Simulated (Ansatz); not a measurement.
# SnH3Cl + H2: a complex and its separated parts

The complex below is one end of an elementary step. How strongly is it bound against its free parts?

The runs use Ansatz 0.2.0, Gaussian basis; PBE0-D4/def2-TZVP structures, single points in def2-TZVPP, no counterpoise correction.

Levels: SPW92, PBE-D4, BLYP-D4, r2SCAN-D4, B97M-V, PBE0-D4, B3LYP-D4, r2SCAN0-D4, BHLYP-D4, CAM-B3LYP-D4, wB97X-V, wB97M-V, B2PLYP, PBE-QIDH, RPA on PBE, Hartree-Fock, MP2, CCSD, CCSD(T).

Cores are frozen in the correlated methods. Filled d shells of the heavier atoms are correlated. Core potentials replace the inner electrons past krypton, and spin-orbit coupling is left out. B3LYP uses VWN-RPA correlation. B2PLYP carries no dispersion term here.

20 further runs of the same task are left out: 20 set aside as unsound or not needed.

### 1 Starting geometry

The complex: 7 atoms, charge 0, spin multiplicity 1.

Atoms are counted from 1 here; the program's logs count them from 0.

Bond lengths: Sn1–H3 1.699 Å, Sn1–H4 1.700 Å, Sn1–H5 1.700 Å, Sn1–Cl7 2.335 Å, H2–H6 0.747 Å. Angles: H3–Sn1–H4 112.8°, H3–Sn1–H5 112.8°, H3–Sn1–Cl7 106.0°, H4–Sn1–H5 112.7°, H4–Sn1–Cl7 105.9°, H5–Sn1–Cl7 105.9°.

As a file:

```xyz
7

Sn   -0.4869    0.9292    0.6544
H     0.9153   -2.0016   -2.1667
H    -0.5746    0.7290   -1.0308
H    -2.0001    0.7828    1.4148
H     0.3402    2.3434    1.1076
H     1.0034   -1.9349   -1.4278
Cl    0.8027   -0.8482    1.4484
```

Its parts: SnH3Cl holds atoms 1, 3, 4, 5, 7; H2 holds atoms 2, 6. Each part counts its atoms afresh in its own runs.

### 2 Relaxing SnH3Cl alone

Input file relax-a/in.yaml:

```yaml
crystal:
  periodic: [false, false, false]
  atoms:
    - {symbol: Sn, position_ang: [-0.486912, 0.929242, 0.654372]}
    - {symbol: H, position_ang: [-0.574599, 0.729030, -1.030786]}
    - {symbol: H, position_ang: [-2.000108, 0.782832, 1.414829]}
    - {symbol: H, position_ang: [0.340246, 2.343421, 1.107637]}
    - {symbol: Cl, position_ang: [0.802713, -0.848241, 1.448449]}
basis:
  gaussian: {orbitals: def2-TZVP}
hamiltonian: {xc: pbe0, dispersion: d4}
relax: {f_tol: 0.005, max_steps: 200}
```

No record of the launch command was kept for these runs.

The program printed, cut to the lines that bear on the results:

```text
Functional definition: PBE0
  name "PBE0"
  cite "Adamo & Barone, J. Chem. Phys. 110, 6158 (1999) doi:10.1063/1.478522"
  cite "Perdew, Burke & Ernzerhof, Phys. Rev. Lett. 77, 3865 (1996) doi:10.1103/PhysRevLett.77.3865"
  parent pbe
[...]
861 factors; their error is unknown
[...]
mean field -18399.98065526 eV, -676.1868171260 hartree, gradient 4.9e-5 eV, S^2 0.000000; 0 other end points of the search recorded, 0 dependent functions left out
[...]
reference -18399.98068735 eV, -676.1868183054 hartree; 21, 21 occupied and 84, 84 virtual orbitals, 861 factors
relax step   1: F+E_penalty+E_count = -18400.05214564 eV  Δ(F+E_penalty+E_count) = +0.000e0 eV  max|allowed force component| = 2.702e-2 eV/Å  Δτ_max = 0.0000 Å  (22 SCF iters, accepted)
[...]
relax step   3: F+E_penalty+E_count = -18400.05220742 eV  Δ(F+E_penalty+E_count) = -2.848e-5 eV  max|allowed force component| = 5.815e-3 eV/Å  Δτ_max = 0.0025 Å  (20 SCF iters, accepted)
[...]
relax step   4: F+E_penalty+E_count = -18400.05220974 eV  Δ(F+E_penalty+E_count) = -2.319e-6 eV  max|allowed force component| = 6.077e-5 eV/Å  Δτ_max = 0.0005 Å  (17 SCF iters, accepted)
861 factors; their error is unknown
[...]
mean field -18399.98072219 eV, -676.1868195857 hartree, gradient 2.4e-5 eV, S^2 0.000000; 1 other end points of the search recorded, 0 dependent functions left out
[...]
reference -18399.98075428 eV, -676.1868207650 hartree; 21, 21 occupied and 84, 84 virtual orbitals, 861 factors
Total energy: -18400.05224183 eV, -676.1894478838 hartree
Atom 0 at    -0.485542     0.927622     0.656376 Å, force    -0.000013     0.000018    -0.000005 eV/Å
Atom 1 at    -0.574923     0.729743    -1.029709 Å, force    -0.000001     0.000001    -0.000001 eV/Å
Atom 2 at    -2.000800     0.783819     1.413564 Å, force     0.000006     0.000035    -0.000006 eV/Å
Atom 3 at     0.339343     2.344341     1.106368 Å, force    -0.000035     0.000006    -0.000000 eV/Å
Atom 4 at     0.803263    -0.849241     1.447902 Å, force     0.000042    -0.000061     0.000012 eV/Å
Dipole moment:    -0.286260     0.394664    -0.175804 e Å
```

Wall time 7 s (2 threads, shared host); peak memory 0.18 GiB.

Relaxation path:

```
step  energy from step 1 (eV)  largest force component (eV/Å)
   1                   0.0000                          0.0270
   2                   0.0000                          0.0087
   3                  -0.0001                          0.0058
   4                  -0.0001                          0.0001
```

Distances of close pairs at the start and the end, largest changes first:

```
   bond  before (Å)  after (Å)  change (Å)
Sn1–Cl5       2.335      2.333      -0.002
 Sn1–H2       1.699      1.700      +0.001
 Sn1–H3       1.700      1.700      +0.000
 Sn1–H4       1.700      1.700      +0.000
```

### 3 Relaxing H2 alone

Input file relax-b/in.yaml:

```yaml
crystal:
  periodic: [false, false, false]
  atoms:
    - {symbol: H, position_ang: [0.915303, -2.001578, -2.166705]}
    - {symbol: H, position_ang: [1.003358, -1.934906, -1.427798]}
basis:
  gaussian: {orbitals: def2-TZVP}
hamiltonian: {xc: pbe0, dispersion: d4}
relax: {f_tol: 0.005, max_steps: 200}
```

The program printed, cut to the lines that bear on the results:

```text
[... 5 set-up lines as earlier in the session ...]
[...]
88 factors; their error is unknown
[...]
mean field -31.78863443 eV, -1.1682107682 hartree, gradient 1.7e-5 eV, S^2 0.000000; 0 other end points of the search recorded, 0 dependent functions left out
[...]
reference -31.78865030 eV, -1.1682113513 hartree; 1, 1 occupied and 11, 11 virtual orbitals, 88 factors
relax step   1: F+E_penalty+E_count = -31.79024130 eV  Δ(F+E_penalty+E_count) = +0.000e0 eV  max|allowed force component| = 3.558e-2 eV/Å  Δτ_max = 0.0000 Å  (15 SCF iters, accepted)
[...]
relax step   2: F+E_penalty+E_count = -31.79025929 eV  Δ(F+E_penalty+E_count) = -1.798e-5 eV  max|allowed force component| = 8.789e-4 eV/Å  Δτ_max = 0.0005 Å  (12 SCF iters, accepted)
88 factors; their error is unknown
[...]
mean field -31.78865274 eV, -1.1682114411 hartree, gradient 7.0e-5 eV, S^2 0.000000; 1 other end points of the search recorded, 0 dependent functions left out
[...]
reference -31.78866860 eV, -1.1682120240 hartree; 1, 1 occupied and 11, 11 virtual orbitals, 88 factors
Total energy: -31.79027515 eV, -1.1682710635 hartree
Atom 0 at     0.915360    -2.001535    -2.166223 Å, force     0.000105     0.000079     0.000879 eV/Å
Atom 1 at     1.003301    -1.934949    -1.428280 Å, force    -0.000105    -0.000079    -0.000879 eV/Å
Dipole moment:    -0.000000    -0.000000    -0.000000 e Å
```

It took 0.2 s on 2 threads, shared host.

Along the way:

```
step  energy from step 1 (eV)  largest force component (eV/Å)
   1                   0.0000                          0.0356
   2                   0.0000                          0.0009
```

The bond:

```
 bond  before (Å)  after (Å)  change (Å)
H1–H2       0.747      0.746      -0.001
```

### 4 wB97M-V/def2-TZVPP

Input file parta/in.yaml:

```yaml
crystal:
  periodic: [false, false, false]
  atoms:
    - {symbol: Sn, position_ang: [-0.485542, 0.927622, 0.656376]}
    - {symbol: H, position_ang: [-0.574923, 0.729743, -1.029709]}
    - {symbol: H, position_ang: [-2.000800, 0.783819, 1.413564]}
    - {symbol: H, position_ang: [0.339343, 2.344341, 1.106368]}
    - {symbol: Cl, position_ang: [0.803263, -0.849241, 1.447902]}
basis:
  gaussian: {orbitals: def2-TZVPP}
hamiltonian: {xc: {name: wB97M-V}}
```

Input file partb/in.yaml:

```yaml
crystal:
  periodic: [false, false, false]
  atoms:
    - {symbol: H, position_ang: [0.915360, -2.001535, -2.166223]}
    - {symbol: H, position_ang: [1.003301, -1.934949, -1.428280]}
basis:
  gaussian: {orbitals: def2-TZVPP}
hamiltonian: {xc: {name: wB97M-V}}
```

Log of parta, cut to the lines that bear on the results:

```text
Functional definition: wB97M-V
  name "wB97M-V"
  cite "Mardirossian & Head-Gordon, J. Chem. Phys. 144, 214110 (2016) doi:10.1063/1.4952647"
  cite "Becke, J. Chem. Phys. 107, 8554 (1997) doi:10.1063/1.475007"
  cite "Vydrov & Van Voorhis, J. Chem. Phys. 133, 244103 (2010) doi:10.1063/1.3521275"
  # Of w^i u^j: cxij and so on, Table III.
[...]
  gx(w, u) = 1 - cx + cx01*u + cx10*w
  gss(w, u) = css00 + css04*u^4 + css10*w + css20*w^2 + css43*w^4*u^3
  gos(w, u) = cos00 + cos10*w + (cos20 + cos21*u)*w^2 + (cos60 + cos61*u)*w^6
[...]
      + integral(e_c_pw_mod_opposite_spin*gos(b97_w_opposite, b97_u_opposite)) + vv10(b, c)
919 factors; their error is unknown
186 factors; integrals over basis functions are off by at most 3.7e-5 eV
[...]
mean field -18401.80133773 eV, -676.2537259727 hartree, gradient 2.3e-5 eV, S^2 0.000000; 0 other end points of the search recorded, 0 dependent functions left out
reference -18401.80138862 eV, -676.2537278429 hartree; 21, 21 occupied and 113, 113 virtual orbitals, 919 factors
Total energy: -18401.80138862 eV, -676.2537278429 hartree
```

Output in partb, cut to the lines that bear on the results:

```text
[... 5 set-up lines as earlier in the session ...]
  # Of w^i u^j: cxij and so on, Table III.
[...]
  gx(w, u) = 1 - cx + cx01*u + cx10*w
  gss(w, u) = css00 + css04*u^4 + css10*w + css20*w^2 + css43*w^4*u^3
  gos(w, u) = cos00 + cos10*w + (cos20 + cos21*u)*w^2 + (cos60 + cos61*u)*w^6
[...]
      + integral(e_c_pw_mod_opposite_spin*gos(b97_w_opposite, b97_u_opposite)) + vv10(b, c)
118 factors; their error is unknown
42 factors; integrals over basis functions are off by at most 3.0e-5 eV
[...]
mean field -31.60112085 eV, -1.1613197713 hartree, gradient 7.4e-6 eV, S^2 0.000000; 0 other end points of the search recorded, 0 dependent functions left out
reference -31.60114511 eV, -1.1613206628 hartree; 1, 1 occupied and 27, 27 virtual orbitals, 118 factors
Total energy: -31.60114511 eV, -1.1613206628 hartree
```

Wall times: 4.9 s (parta), 0.31 s (partb) on 2 threads, shared host; peak memory 0.3 GiB.

### 5 CCSD(T)/def2-TZVPP

Each input of step 4 (parta, partb) changes in the same lines:

```diff
-hamiltonian: {xc: {name: wB97M-V}}
+correlation: {method: ccsd_t}
```

Output in parta, cut to the lines that bear on the results:

```text
Functional definition: HF
  name "HF"
  cite "Fock, Z. Phys. 61, 126 (1930) doi:10.1007/BF01340294"
[... 1 set-up line as earlier in the session ...]
[...]
934 factors; integrals over basis functions are off by at most 1.3e-3 eV
[...]
mean field -18357.78906196 eV, -674.6363046707 hartree, gradient 1.7e-6 eV, S^2 0.000000; 0 other end points of the search recorded, 0 dependent functions left out
9 core orbitals not correlated: weight in the atoms' cores, before any rotation towards them, 1.000 or more for the frozen orbitals, at most 0.000 for the correlated occupied ones
reference -18357.78906196 eV, -674.6363046707 hartree; 12, 12 occupied and 113, 113 virtual orbitals, 934 factors
second order -14.26478678 eV of doubles, -0.00000000 eV of singles
cycle   1  -14.55401147 eV  change   -2.9e-1 eV  update   8.3e-2
[...]
cycle   8  -14.97366689 eV  change   -7.7e-6 eV  update   2.6e-5
perturbative correction -0.46900636 eV, -0.0172356660 hartree
Total energy: -18373.23173522 eV, -675.2038124455 hartree
```

partb printed, cut to the lines that bear on the results:

```text
[... 4 set-up lines as earlier in the session ...]
[...]
145 factors; integrals over basis functions are off by at most 7.3e-4 eV
[...]
mean field -30.82771704 eV, -1.1328977053 hartree, gradient 4.2e-7 eV, S^2 0.000000; 0 other end points of the search recorded, 0 dependent functions left out
reference -30.82771704 eV, -1.1328977053 hartree; 1, 1 occupied and 27, 27 virtual orbitals, 145 factors
second order -0.86257202 eV of doubles, -0.00000000 eV of singles
cycle   1  -1.00722507 eV  change   -1.4e-1 eV  update   2.6e-2
[...]
cycle   7  -1.07307024 eV  change    6.1e-7 eV  update   4.2e-7
perturbative correction 0.00000000 eV, 0.0000000000 hartree
Total energy: -31.90078728 eV, -1.1723323094 hartree
```

Times: 6 s (parta), 0.1 s (partb) on 2 threads, shared host; peak memory 0.56 GiB.

### 6 Vibrations of SnH3Cl

Input file vib-parta/in.yaml:

```yaml
crystal:
  periodic: [false, false, false]
  atoms:
    - {symbol: Sn, position_ang: [-0.485542, 0.927622, 0.656376]}
    - {symbol: H, position_ang: [-0.574923, 0.729743, -1.029709]}
    - {symbol: H, position_ang: [-2.000800, 0.783819, 1.413564]}
    - {symbol: H, position_ang: [0.339343, 2.344341, 1.106368]}
    - {symbol: Cl, position_ang: [0.803263, -0.849241, 1.447902]}
basis:
  gaussian: {orbitals: def2-TZVP}
hamiltonian: {xc: pbe0, dispersion: d4}
phonons: {temperatures: {t_min: 298.15, t_max: 900, t_step: 200}}
```

The program printed, cut to the lines that bear on the results:

```text
[... 5 set-up lines as earlier in the session ...]
[...]
861 factors; their error is unknown
[...]
mean field -18399.98072218 eV, -676.1868195851 hartree, gradient 5.0e-5 eV, S^2 0.000000; 0 other end points of the search recorded, 0 dependent functions left out
[...]
reference -18399.98075426 eV, -676.1868207643 hartree; 21, 21 occupied and 84, 84 virtual orbitals, 861 factors
[... from here to the last solve, the lines of the solves are left out (17 solves) ...]
861 factors; their error is unknown
mean field -18399.98071196 eV, -676.1868192098 hartree, gradient 1.9e-6 eV, S^2 0.000000; 0 other end points of the search recorded, 0 dependent functions left out
[...]
reference -18399.98074405 eV, -676.1868203889 hartree; 21, 21 occupied and 84, 84 virtual orbitals, 861 factors
Total energy: -18400.05224182 eV, -676.1894478834 hartree
Atom 0 at    -0.485542     0.927622     0.656376 Å, force    -0.000021     0.000028    -0.000012 eV/Å
Atom 1 at    -0.574923     0.729743    -1.029709 Å, force    -0.000001     0.000001    -0.000003 eV/Å
Atom 2 at    -2.000800     0.783819     1.413564 Å, force     0.000004     0.000034    -0.000004 eV/Å
Atom 3 at     0.339343     2.344341     1.106368 Å, force    -0.000033     0.000009     0.000001 eV/Å
Atom 4 at     0.803263    -0.849241     1.447902 Å, force     0.000050    -0.000072     0.000018 eV/Å
Dipole moment:    -0.286259     0.394664    -0.175803 e Å
Vibrations: 371.27 487.89 488.10 701.72 705.07 705.35 1971.28 1978.99 1979.10 cm⁻¹, zero-point energy 0.582029 eV
```

It took 22 s on 2 threads, shared host; peak memory 0.19 GiB.

The modes, with what each moves most:

```
mode  wavenumber (cm⁻¹)      character
   1                371  Sn–Cl stretch
   2                488           bend
   3                488           bend
   4                702           bend
   5                705           bend
   6                705           bend
   7               1971   Sn–H stretch
   8               1979   Sn–H stretch
   9               1979   Sn–H stretch
```

Vibrational sums (real modes only):

```
T (K)  entropy (J/mol/K)  heat capacity (J/mol/K)
  298               14.1                     27.6
  498               32.0                     42.3
  698               47.9                     51.5
  898               61.7                     57.8
```

### 7 Vibrations of H2

Input file vib-partb/in.yaml:

```yaml
crystal:
  periodic: [false, false, false]
  atoms:
    - {symbol: H, position_ang: [0.915360, -2.001535, -2.166223]}
    - {symbol: H, position_ang: [1.003301, -1.934949, -1.428280]}
basis:
  gaussian: {orbitals: def2-TZVP}
hamiltonian: {xc: pbe0, dispersion: d4}
phonons: {temperatures: {t_min: 298.15, t_max: 900, t_step: 200}}
```

The program printed, cut to the lines that bear on the results:

```text
[... 5 set-up lines as earlier in the session ...]
[...]
88 factors; their error is unknown
[...]
mean field -31.78865274 eV, -1.1682114411 hartree, gradient 1.8e-5 eV, S^2 0.000000; 0 other end points of the search recorded, 0 dependent functions left out
[...]
reference -31.78866860 eV, -1.1682120240 hartree; 1, 1 occupied and 11, 11 virtual orbitals, 88 factors
[...]
88 factors; their error is unknown
mean field -31.78865273 eV, -1.1682114409 hartree, gradient 4.1e-7 eV, S^2 0.000000; 0 other end points of the search recorded, 0 dependent functions left out
[...]
reference -31.78866860 eV, -1.1682120238 hartree; 1, 1 occupied and 11, 11 virtual orbitals, 88 factors
[...]
88 factors; their error is unknown
[...]
mean field -31.78854233 eV, -1.1682073835 hartree, gradient 2.3e-7 eV, S^2 0.000000; 0 other end points of the search recorded, 0 dependent functions left out
[...]
reference -31.78855817 eV, -1.1682079658 hartree; 1, 1 occupied and 11, 11 virtual orbitals, 88 factors
[...]
88 factors; their error is unknown
mean field -31.78853739 eV, -1.1682072021 hartree, gradient 2.3e-7 eV, S^2 0.000000; 0 other end points of the search recorded, 0 dependent functions left out
[...]
reference -31.78855327 eV, -1.1682077856 hartree; 1, 1 occupied and 11, 11 virtual orbitals, 88 factors
Total energy: -31.79027515 eV, -1.1682710635 hartree
Atom 0 at     0.915360    -2.001535    -2.166223 Å, force     0.000106     0.000080     0.000887 eV/Å
Atom 1 at     1.003301    -1.934949    -1.428280 Å, force    -0.000106    -0.000080    -0.000887 eV/Å
Dipole moment:    -0.000000    -0.000000    -0.000000 e Å
Vibrations: 4414.72 cm⁻¹, zero-point energy 0.273678 eV
```

It took 0.3 s on 2 threads, shared host.

The modes, with what each moves most:

```
mode  wavenumber (cm⁻¹)    character
   1               4415  H–H stretch
```

Vibrational sums (real modes only):

```
T (K)  entropy (J/mol/K)  heat capacity (J/mol/K)
  298                0.0                      0.0
  498                0.0                      0.0
  698                0.0                      0.1
  898                0.1                      0.4
```

### 8 Complex less separated parts

The complex's own energies come from single points at the same levels. Levels not printed above were run the same way.

Rows are in def2-TZVPP; times add the 3 runs of a level on a shared host, so small differences are noise.

Differences are taken before rounding.

```
      method                    rung  complex less parts (kJ/mol)  from CCSD(T) (kJ/mol)   time
       SPW92                     LDA                        -5.84                  -3.83  1.8 s
      PBE-D4                     GGA                        -3.89                  -1.89  2.8 s
     BLYP-D4                     GGA                        -2.30                  -0.29  3.2 s
   r2SCAN-D4                meta-GGA                        -1.78                  +0.23  6.4 s
      B97M-V                meta-GGA                        -2.75                  -0.74   14 s
     PBE0-D4                  hybrid                        -3.35                  -1.35  3.4 s
    B3LYP-D4                  hybrid                        -2.63                  -0.62  3.8 s
  r2SCAN0-D4                  hybrid                        -2.18                  -0.17  6.5 s
    BHLYP-D4                  hybrid                        -2.83                  -0.83  3.5 s
CAM-B3LYP-D4  range-separated hybrid                        -2.92                  -0.91  4.3 s
     wB97X-V  range-separated hybrid                        -2.82                  -0.81   11 s
     wB97M-V  range-separated hybrid                        -2.68                  -0.67   13 s
      B2PLYP           double hybrid                        -0.82                  +1.19  6.3 s
    PBE-QIDH           double hybrid                        -1.71                  +0.30  6.5 s
  RPA on PBE                     RPA                        -1.13                  +0.88  6.1 s
Hartree-Fock            wavefunction                         1.01                  +3.01       
         MP2            wavefunction                        -2.12                  -0.11       
        CCSD            wavefunction                        -1.63                  +0.37       
     CCSD(T)            wavefunction                        -2.01                      0   40 s
```

Among the levels timed on like hardware and quicker than the yardstick, those that no quicker one beats, quickest first: SPW92 (1.8 s, -3.83 kJ/mol); PBE-D4 (2.8 s, -1.89 kJ/mol); BLYP-D4 (3.2 s, -0.29 kJ/mol); r2SCAN-D4 (6.4 s, +0.23 kJ/mol); r2SCAN0-D4 (6.5 s, -0.17 kJ/mol).

For cost: r2SCAN0-D4 gets within 0.17 kJ/mol in 6.5 s, where CCSD(T) took 40 s; the quickest level in the cost chart, SPW92, takes 1.8 s and misses by 3.83 kJ/mol.

The complex's zero-point energy, from a separate PBE0-D4 run, is 0.893 eV.

### 9 Summary of results

```
                              quantity         value
complex less parts, CCSD(T)/def2-TZVPP  -2.01 kJ/mol
                with zero-point energy  +1.59 kJ/mol
                 largest T1 diagnostic         0.012
```

**Reading.** At CCSD(T) the complex lies 2.01 kJ/mol below its parts. The functionals run from r2SCAN0-D4, off by -0.17 kJ/mol, to SPW92, off by -3.83 kJ/mol, against CCSD(T). By rung, the mean size of the error is: LDA 3.83, GGA 1.09, meta-GGA 0.49, hybrid 0.74, range-separated hybrid 0.80, double hybrid 0.74 kJ/mol. PBE-D4 gives a relative energy 1.89 kJ/mol too low, an error of 94 % of the reference. The complex's frequency run has imaginary modes: the structure is no minimum, so both the energy and the zero-point correction are in doubt. No counterpoise was applied, and triple zeta lacks some correlation, so the CCSD(T) reference has a basis error of its own, and close matches with it are partly luck.
